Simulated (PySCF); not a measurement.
# A diatomic session: CaAs

An exercise on one series of results from a longer session: the logs are not shown, and one member is left open.

Computed with PySCF 2.14.0. Level: Ca pcseg-1, As pcseg-1, no relativity.

1 further run of the same task is left out (it didn't finish).

The first run:

A driver script around PySCF takes these settings:

```
atoms                         : Ca, As
charge                        : 0
basis                         : Ca pcseg-1, As pcseg-1
Hamiltonian                   : no relativity
basis functions               : 51
electrons treated             : 53
masses in u                   : 39.9626, 74.9216
levels                        : PBE0, PBE, r²SCAN, PW91, BP86, M06, CAM-B3LYP, HF, MP2, SCS-MP2
grid                          : 80 radial by 434 angular points
occupations                   : held fixed by the projection of orbital angular momentum
dissociation limit            : Ca + As, each in its ground configuration
starting distance in angstrom : 2.765
values of 2S to try           : 1, 3
```

The run is started by

```
OMP_NUM_THREADS=1 python dia.py task.json out
```

Steps of the session up to this table: The job; First curve: PBE0; Other states along the same grid; PBE (GGA); r²SCAN; PW91; BP86; M06 (hybrid meta-GGA); CAM-B3LYP (range-separated hybrid); UHF (mean field).

One table of the session follows, with a row left open; its other results are not shown here.

| level | Re (Å) | ωe (cm⁻¹) | De (eV) | μ (D) |
| --- | --- | --- | --- | --- |
| UHF | 2.960 | 206.3 | 0.60 | -4.64 |
| UHF-MP2 | 2.962 | 198.3 | 0.62 | n/a |
| UHF-SCS-MP2 | 2.975 | 194.7 | 0.55 | n/a |
| PBE | ? | ? | ? | ? |
| PW91 | 2.851 | 211.2 | 1.43 | -3.32 |
| BP86 | 2.859 | 209.1 | 1.38 | -3.43 |
| r²SCAN | 2.855 | 217.2 | 1.54 | -3.92 |
| PBE0 | 2.865 | 212.0 | 1.26 | -3.71 |
| M06 | 2.903 | 193.4 | 0.98 | -2.37 |
| CAM-B3LYP | 2.863 | 214.7 | 1.14 | -3.96 |

Estimate the missing values for PBE.

The run gave: Re (Å): 2.861; ωe (cm⁻¹): 208.2; De (eV): 1.37; μ (D): -3.26. In the column «Re (Å)» it lies between BP86 (2.859) and CAM-B3LYP (2.863).

De is counted to Ca + As in their ground configurations.
